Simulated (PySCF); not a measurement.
# C6H4N2Se: the cost of one run

Computed with PySCF 2.14.0 and routines of our own; the level stands in each step. Atoms count from 0.

### 1 The system as given

13 atoms, charge 0, multiplicity 1; geometry from: GFN2-xTB.

### 2 Relaxing the molecule at PBE0-D3(BJ)/def2-SVP

What the job is given:

```
{"job": {"xc": "PBE0", "basis": "def2-SVP", "d3": "d3bj", "grid": 2, "kind": "geom"}, "charge": 0, "multiplicity": 1}
C     -1.358546     0.948210     0.246108
C     -1.643083    -0.415056     0.127030
C     -0.643899    -1.341944    -0.078496
C      0.668780    -0.894853    -0.169274
Se     2.264136    -1.817454    -0.438211
N      3.070661    -0.131776    -0.343074
N      2.278830     0.789048    -0.159413
C      0.961844     0.492963    -0.050287
C     -0.067127     1.412028     0.159551
H     -2.169249     1.642173     0.408088
H     -2.667514    -0.748767     0.198386
H     -0.871685    -2.393527    -0.167658
H      0.172462     2.459442     0.249522
```

Command:

```
$ OMP_NUM_THREADS=1 python excited_run.py task.json out
```

One launch serves the whole session: the jobs run in the order shown.

**Question.** How long does this first job take on 1 thread of Arm Neoverse V2, shared host, and how much memory does it need?

About 85 s, with a peak of 0.87 GiB.
